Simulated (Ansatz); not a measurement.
Run this with the Python package of Ansatz (0.2.0) and show what comes out.

The script, `xc_cu.py`:
```python
"""One structure of Cu under several functionals."""

import logging
import sys
import warnings

import ansatz as az
import pandas as pd

logging.basicConfig(stream=sys.stdout, format="%(levelname)s %(message)s")
log = logging.getLogger("run")
log.setLevel(logging.INFO)

warnings.simplefilter("ignore", az.DeckWarning)

structure = (
    az.Lattice.from_parameters(2.556191, 2.556191, 2.556191, alpha=60.0, beta=60.0, gamma=60.0)
    .atom("Cu", (0.0, 0.0, 0.0))
)

calculation = (
    structure.calculation()
    .occupations("fermi_dirac", width=0.15)
    .kpoints(spacing=0.24)
)

rows = []
for value in ["revpbe", "pbe", "blyp", "pbesol"]:
    data = calculation.functional(value).run(threads=1).report
    rows.append((value, data["free_energy_ev"] / len(data["lattice"]["sites"]), data["n_iterations"], data["n_kpoints"]))

table = pd.DataFrame(rows, columns=["functional", "F/atom (eV)", "iterations", "k-points"])
print(table.round(5).to_string(index=False))
```

```console
$ python xc_cu.py
functional  F/atom (eV)  iterations  k-points
    revpbe  -6628.87853           6        84
       pbe  -6625.18531           6        84
      blyp  -6634.16766           6        84
    pbesol  -6588.77438           6        84
```

What to keep in mind:
- BLYP can be off by several per cent in the lattices of metals, and by several GPa in the pressure at a fixed cell.
- The mesh is modest for a metal, so energies can be off by several to tens of meV an atom and pressures by half a GPa or more; differences at equal mesh fare better.
- A Fermi-Dirac width this large means warm electrons, whose thermal share enters the free energy.
- Total energies of different functionals can't be compared; pressures, moments and gaps at this one structure can.
- It ran for 3.6 s on 1 thread of Arm Neoverse V2, on a shared host, peak memory 0.37 GiB.
